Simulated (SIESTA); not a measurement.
The system is Mg6FeB.

```
Fe Mg B
1.0
     3.20845    0.00000    0.00000
     0.00000    4.72440    5.07619
     0.00000   -4.72440    5.07619
Fe Mg B
1 6 1
Direct
  0.00000 0.83840 0.83840
  0.50000 0.08136 0.08136
  0.50000 0.09905 0.65040
  0.50000 0.65040 0.09905
  0.00000 0.34621 0.34621
  0.00000 0.45437 0.79020
  0.00000 0.79020 0.45437
  0.50000 0.74002 0.74002
```

The cell comes from a database or a generator and needn't be the stable form of this composition.

Base run:

| Quantity | Value |
| --- | --- |
| Program | SIESTA 5.4.2 |
| Functional | PBEsol |
| Potentials or basis | PseudoDojo 0.4 standard (PBEsol files) |
| Basis | DZP (energy shift 0.003 Ry; two zetas on semicore shells) |
| Grid cutoff | 800 Ry |
| Energy shift | 0.003 Ry |
| k mesh | 8 × 4 × 4 |
| Occupations | fermi-dirac, width 0.05 eV |
| Spin | collinear spin, ferromagnetic start |
| Starting moments | [3.0, 0.0, 0.0, 0.0, 0.0, 0.0, 0.0, 0.0] μB |

Its results: band gap on the k mesh none (metal or under the smearing width); pressure 0.0 GPa; net moment 0.18 μB per cell; site moments Fe +0.19; Mg -0.01, -0.00, +0.00, +0.01; B -0.02 μB; largest force 0.368 eV/Å.

Problem. The run is repeated on the same cell with these changes: functional from PBEsol to PBE; potentials or basis from PseudoDojo 0.4 standard (PBEsol files) to PseudoDojo 0.4 standard (PBE files). What comes out?

Solution. Band gap on the k mesh none (metal or under the smearing width); pressure 1.5 GPa; net moment 0.46 μB per cell; site moments Fe +0.52; Mg -0.02, +0.01, +0.02; B -0.05 μB; largest force 0.237 eV/Å.

Caveats: short orbitals over semicore shells can move pressures by several GPa; the basis of atomic orbitals isn't converged, which shifts pressures, moduli and gaps; the real-space grid breaks translation symmetry, so forces needn't sum to zero (some runs); a cell with one magnetic atom can't hold antiferromagnetic order, which such compounds often take (some runs).
